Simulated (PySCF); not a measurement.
**C4H7B: electronic excitations and core binding energies**

Wanted: the electronic excitations and core binding energies of C4H7B (`BCC=C=C`), by calculation.

Programs: PySCF 2.14.0, with density-fitted response routines of our own. Each step states its level of theory. These are calculated values for one molecule in the gas phase, unless marked as measured. Atoms count from 0, in the outputs and in this text.

**1. The molecule as given**

12 atoms, charge 0, multiplicity 1; geometry from: GFN2-xTB.

Bonds of the start (Å): B0–C1 1.57, C1–C2 1.51, C2–C3 1.31, C3–C4 1.29, B0–H5 1.17, B0–H6 1.17, C1–H7 1.08, C1–H8 1.08, C2–H9 1.08, C4–H10 1.08, C4–H11 1.08.

**2. TDDFT and polarisability: PBE0/def2-SVPD**

The job: settings as JSON, then the geometry in Å.

```
{"job": {"kind": "uv", "xc": "PBE0", "basis": "def2-SVPD", "nstates": 8, "ntriplets": 3}, "charge": 0, "multiplicity": 1}
B     -1.406592     0.598885    -0.103254
C     -1.058953    -0.458413     0.999756
C     -0.071480    -0.859402    -0.064593
C      1.002134    -0.164864    -0.353977
C      2.103880     0.468364    -0.588694
H     -0.963968     1.678375    -0.014309
H     -2.141162     0.335680    -0.977617
H     -1.743183    -1.268841     1.223136
H     -0.578975    -0.106317     1.906800
H     -0.320759    -1.719726    -0.672582
H      3.032567     0.189290    -0.114981
H      2.147690     1.306283    -1.265712
```

Method: TDDFT PBE0/def2-SVPD, vertical, gas phase, core orbitals frozen in the response.

Command:

```bash
OMP_NUM_THREADS=1 python probes_run.py task.json out
```

The driver reads the jobs from task.json and runs them one after another.

The program printed:

```text
coarse grid: 9776 points
cycle   1  E = -180.9807319355  dE =  5.116e-01  |g| = 3.094e-01  |ddm| = 6.677e+00
cycle   2  E = -180.9813588268  dE = -6.269e-04  |g| = 3.270e-01  |ddm| = 1.208e+00
cycle   3  E = -181.0100305799  dE = -2.867e-02  |g| = 6.431e-02  |ddm| = 5.660e-01
cycle   4  E = -181.0109157961  dE = -8.852e-04  |g| = 2.988e-02  |ddm| = 1.999e-01
cycle   5  E = -181.0111501800  dE = -2.344e-04  |g| = 5.687e-03  |ddm| = 6.141e-02
cycle   6  E = -181.0111580559  dE = -7.876e-06  |g| = 1.646e-03  |ddm| = 1.223e-02
final grid: 93648 points
cycle   7  E = -181.0400107933  dE = -2.271e-05  |g| = 6.312e-03  |ddm| = 9.309e-02
cycle   8  E = -181.0400061504  dE =  4.643e-06  |g| = 7.571e-03  |ddm| = 2.209e-02
cycle   9  E = -181.0400217643  dE = -1.561e-05  |g| = 1.292e-03  |ddm| = 1.189e-02
cycle  10  E = -181.0400222101  dE = -4.459e-07  |g| = 1.783e-04  |ddm| = 2.152e-03
cycle  11  E = -181.0400222182  dE = -8.041e-09  |g| = 5.036e-05  |ddm| = 4.115e-04
cycle  12  E = -181.0400222188  dE = -6.110e-10  |g| = 1.633e-05  |ddm| = 1.374e-04
converged SCF energy = -181.0400222188

Static polarisability (au): isotropic 66.337, principal 49.163 56.265 93.584

Singlet excitations
state   eV       nm        f      main configurations
  1   5.4392    227.9   0.01755   H-1->L 0.60, H->L 0.32
  2   5.7828    214.4   0.01277   H->L+1 0.77, H->L 0.15
  3   6.1871    200.4   0.18966   H->L 0.40, H-1->L 0.31
  4   6.5766    188.5   0.03507   H-2->L 0.90
  5   7.1194    174.1   0.01162   H->L+2 0.82, H-3->L 0.15
  6   7.1709    172.9   0.10257   H-1->L+1 0.56, H-3->L 0.23
  7   7.4058    167.4   0.30166   H-1->L+2 0.39, H-3->L 0.27, H-1->L+1 0.12
  8   7.4874    165.6   0.01412   H->L+3 0.74, H-1->L+2 0.13

Triplet excitations (Tamm-Dancoff, eV): 4.1753 4.7184 5.1067
```

It took 25 s on 1 thread of Arm Neoverse N1, shared host; peak memory 0.59 GiB.

The orbitals next to the gap, with their largest atomic shares:

```
orbital     eV                      atoms
 HOMO−3  -9.62  B0 23 %, C1 21 %, C2 16 %
 HOMO−2  -8.94  B0 37 %, H6 21 %, H5 16 %
 HOMO−1  -8.12  C4 32 %, C3 31 %, C2 13 %
   HOMO  -7.59  C3 22 %, C1 21 %, C2 19 %
   LUMO  -0.81  C3 28 %, B0 25 %, C2 12 %
 LUMO+1  -0.18  C4 30 %, C3 29 %, C2 11 %
 LUMO+2   0.73  C4 24 %, C3 18 %, C2 17 %
```

With each of the 8 states as a Gaussian band of 0.4 eV half-width at 1/e, the curve within the window shown has maxima at 200 nm (ε 8,500), 168 nm (ε 16,000) L/(mol cm). Beyond the last state computed it falls off for lack of states. The curve at chosen wavelengths:

(nm, ε (L/mol/cm)): (159, 5657), (163, 11715), (167, 15915), (171, 15263), (174, 12304), (178, 7854), (182, 5089), (186, 4592), (190, 5707), (194, 7331), (197, 8213), (201, 8381), (205, 7383), (209, 5737), (213, 4079), (217, 2794), (220, 2124), (224, 1539), (228, 1171), (232, 905), (236, 685), (240, 496), (243, 375), (247, 246), (251, 152), (255, 89)

Ground-state properties from the same run:

```
           property  computed
  dipole moment (D)      1.74
polarisability (Å³)      9.83
 HOMO–LUMO gap (eV)      6.77
      −ε(HOMO) (eV)      7.59
```

**3. Core holes by ΔSCF: SCAN, X2C**

The job, as its differences from that of step 2:

```diff
@@ -1,2 +1,2 @@
-{"job": {"kind": "uv", "xc": "PBE0", "basis": "def2-SVPD", "nstates": 8, "ntriplets": 3}, "charge": 0, "multiplicity": 1}
+{"job": {"kind": "xps"}, "charge": 0, "multiplicity": 1}
 B     -1.406592     0.598885    -0.103254
```

Level: delta-SCF UKS SCAN, pcX-2 on the ionised atom, pcseg-1 elsewhere, spin-free X2C.

The program printed:

```text
ground state, core basis on atom 0 (B), 136 functions
  cycle   1  E = -181.28054255  |g| = 4.25e-01
  cycle   2  E = -181.25292368  |g| = 5.28e-01
  cycle   3  E = -181.33102580  |g| = 1.26e-01
  cycle   4  E = -181.33513424  |g| = 4.18e-02
  cycle   5  E = -181.33563959  |g| = 9.98e-03
  cycle   6  E = -181.33566119  |g| = 3.44e-03
  cycle   7  E = -181.33566477  |g| = 7.91e-04
  cycle   8  E = -181.33566529  |g| = 3.70e-04
  E(ground) = -181.34350026 Eh
hole in B 1s of atom 0
  cycle   1  E = -173.75074304  |g| = 1.16e+00
  cycle   2  E = -172.06822042  |g| = 1.88e+00
  cycle   3  E = -173.89949165  |g| = 6.29e-01
  cycle   4  E = -174.12404098  |g| = 2.90e-01
  cycle   5  E = -174.16801602  |g| = 1.18e-01
  cycle   6  E = -174.17537666  |g| = 3.35e-02
  cycle   7  E = -174.17596865  |g| = 2.23e-02
  cycle   8  E = -174.17626729  |g| = 1.22e-02
  cycle   9  E = -174.17641970  |g| = 6.92e-03
  cycle  10  E = -174.17652057  |g| = 4.50e-03
  cycle  11  E = -174.17655984  |g| = 2.19e-03
  cycle  12  E = -174.17656843  |g| = 1.05e-03
  cycle  13  E = -174.17657052  |g| = 6.61e-04
  cycle  14  E = -174.17657263  |g| = 5.24e-04
  cycle  15  E = -174.17657416  |g| = 4.29e-04
  E(ion) = -174.18440955 Eh   <S^2> = 0.8435   hole on atom = 1.000   binding energy = 194.809 eV
ground state, core basis on atom 1 (C), 136 functions
  cycle   1  E = -181.34321924  |g| = 5.70e-02
  cycle   2  E = -181.34314167  |g| = 2.22e-02
  cycle   3  E = -181.34303999  |g| = 2.87e-02
  cycle   4  E = -181.34326932  |g| = 5.94e-03
  cycle   5  E = -181.34327917  |g| = 3.61e-04
  E(ground) = -181.34982331 Eh
hole in C 1s of atom 1
  cycle   1  E = -170.10757027  |g| = 1.51e+00
  cycle   2  E = -169.15455128  |g| = 1.96e+00
  cycle   3  E = -170.53015818  |g| = 5.16e-01
  cycle   4  E = -170.58321252  |g| = 4.00e-01
  cycle   5  E = -170.67531241  |g| = 8.61e-02
  cycle   6  E = -170.67713309  |g| = 5.81e-02
  cycle   7  E = -170.67898569  |g| = 1.34e-02
  cycle   8  E = -170.67907521  |g| = 5.72e-03
  cycle   9  E = -170.67910056  |g| = 1.91e-03
  cycle  10  E = -170.67910979  |g| = 1.41e-03
  cycle  11  E = -170.67911641  |g| = 1.03e-03
  cycle  12  E = -170.67912279  |g| = 7.16e-04
  cycle  13  E = -170.67912700  |g| = 3.76e-04
  E(ion) = -170.68437193 Eh   <S^2> = 0.7714   hole on atom = 1.000   binding energy = 290.222 eV
ground state, core basis on atom 2 (C), 136 functions
  cycle   1  E = -181.34608172  |g| = 5.99e-02
  cycle   2  E = -181.34592642  |g| = 3.38e-02
  cycle   3  E = -181.34596687  |g| = 3.11e-02
  cycle   4  E = -181.34619889  |g| = 8.86e-03
  cycle   5  E = -181.34622015  |g| = 5.56e-04
  cycle   6  E = -181.34622064  |g| = 2.10e-04
  E(ground) = -181.35306236 Eh
hole in C 1s of atom 2
  cycle   1  E = -170.06302896  |g| = 1.52e+00
  cycle   2  E = -168.90874286  |g| = 2.07e+00
  cycle   3  E = -170.46778623  |g| = 5.69e-01
  cycle   4  E = -170.55056750  |g| = 3.97e-01
  cycle   5  E = -170.63789661  |g| = 1.18e-01
  cycle   6  E = -170.64333124  |g| = 4.14e-02
  cycle   7  E = -170.64432645  |g| = 1.43e-02
  cycle   8  E = -170.64448227  |g| = 6.08e-03
  cycle   9  E = -170.64453048  |g| = 3.45e-03
  cycle  10  E = -170.64457202  |g| = 2.57e-03
  cycle  11  E = -170.64461298  |g| = 1.63e-03
  cycle  12  E = -170.64463159  |g| = 8.78e-04
  cycle  13  E = -170.64463414  |g| = 4.19e-04
  E(ion) = -170.65093498 Eh   <S^2> = 0.7929   hole on atom = 1.000   binding energy = 291.220 eV
ground state, core basis on atom 3 (C), 136 functions
  cycle   1  E = -181.34681388  |g| = 6.08e-02
  cycle   2  E = -181.34638305  |g| = 4.89e-02
  cycle   3  E = -181.34660088  |g| = 3.85e-02
  cycle   4  E = -181.34697128  |g| = 7.38e-03
  cycle   5  E = -181.34698875  |g| = 6.10e-04
  cycle   6  E = -181.34698884  |g| = 3.74e-04
  E(ground) = -181.35454001 Eh
hole in C 1s of atom 3
  cycle   1  E = -170.06002162  |g| = 1.51e+00
  cycle   2  E = -166.94238694  |g| = 2.50e+00
  cycle   3  E = -169.94891545  |g| = 9.44e-01
  cycle   4  E = -170.53275547  |g| = 4.52e-01
  cycle   5  E = -170.61246140  |g| = 2.89e-01
  cycle   6  E = -170.65599045  |g| = 7.97e-02
  cycle   7  E = -170.65934835  |g| = 2.57e-02
  cycle   8  E = -170.65983344  |g| = 1.10e-02
  cycle   9  E = -170.66004208  |g| = 7.50e-03
  cycle  10  E = -170.66021782  |g| = 4.62e-03
  cycle  11  E = -170.66031427  |g| = 2.65e-03
  cycle  12  E = -170.66033369  |g| = 1.19e-03
  cycle  13  E = -170.66033491  |g| = 8.52e-04
  cycle  14  E = -170.66033601  |g| = 4.00e-04
  E(ion) = -170.66679327 Eh   <S^2> = 0.8735   hole on atom = 1.000   binding energy = 290.828 eV
ground state, core basis on atom 4 (C), 136 functions
  cycle   1  E = -181.34481556  |g| = 6.16e-02
  cycle   2  E = -181.34407509  |g| = 6.02e-02
  cycle   3  E = -181.34463217  |g| = 3.85e-02
  cycle   4  E = -181.34502384  |g| = 5.23e-03
  cycle   5  E = -181.34503250  |g| = 6.72e-04
  cycle   6  E = -181.34503203  |g| = 3.23e-04
  E(ground) = -181.35185544 Eh
hole in C 1s of atom 4
  cycle   1  E = -170.08240616  |g| = 1.51e+00
  cycle   2  E = -168.65400357  |g| = 2.07e+00
  cycle   3  E = -170.29831641  |g| = 7.49e-01
  cycle   4  E = -170.54971552  |g| = 4.60e-01
  cycle   5  E = -170.65557684  |g| = 1.21e-01
  cycle   6  E = -170.66112192  |g| = 4.33e-02
  cycle   7  E = -170.66220308  |g| = 1.08e-02
  cycle   8  E = -170.66228367  |g| = 6.45e-03
  cycle   9  E = -170.66232258  |g| = 3.04e-03
  cycle  10  E = -170.66234663  |g| = 2.01e-03
  cycle  11  E = -170.66235779  |g| = 1.29e-03
  cycle  12  E = -170.66236504  |g| = 6.93e-04
  cycle  13  E = -170.66236783  |g| = 3.17e-04
  E(ion) = -170.66878369 Eh   <S^2> = 0.7844   hole on atom = 1.000   binding energy = 290.701 eV
```

Run time: 68 s. Hardware: 1 thread of Arm Neoverse N1, shared host; peak memory 0.43 GiB.

Binding energies by hole, beside the orbital energy of the ground state; the difference holds orbital relaxation and, for a density functional, its self-interaction error:

```
     hole  stands for                                environment          ΔSCF (eV)  −ε (eV)   ⟨S²⟩
B1s on B0          B0                     boron bonded to C, 2 H             194.81    179.5  0.843
C1s on C1          C1                allylic sp3 CH2 bonded to B             290.22    273.4  0.771
C1s on C2          C2  terminal carbon of a cumulated C=C=C unit             291.22    274.7  0.793
C1s on C3          C3                central carbon of an allene  290.83 (doubtful)    274.8  0.873
C1s on C4          C4  terminal carbon of a cumulated C=C=C unit             290.70    274.1  0.784
```

Doubtful: the ion did not converge, its hole moved, or its ⟨S²⟩ is well above 0.75.

**4. What came out**

```
                                                    quantity                               value
                             lowest singlet (PBE0/def2-SVPD)         5.44 eV (228 nm), f = 0.018
                    brightest single state of those computed         state 7, 7.41 eV, f = 0.302
                                              lowest triplet                             4.18 eV
C1s binding energies, SCAN/pcX-2 (standing for 3 of 4 atoms)  C2 291.22, C4 290.70, C1 290.22 eV
                            B1s binding energies, SCAN/pcX-2                        B0 194.81 eV
```

The first singlet state (HOMO−1→LUMO 0.60, HOMO→LUMO 0.32) lies at 5.44 eV and is weak; of the 8 states computed, the strongest absorption comes from state 7 at 7.41 eV. The lowest triplet lies 1.26 eV below the lowest singlet (triplets in Tamm-Dancoff, singlets in full TDDFT). C2 (terminal carbon of a cumulated C=C=C unit) binds its C1s electron 1.00 eV more tightly than C1 (allylic sp3 CH2 bonded to B). Only 3 of the 4 C atoms are covered by sound results.
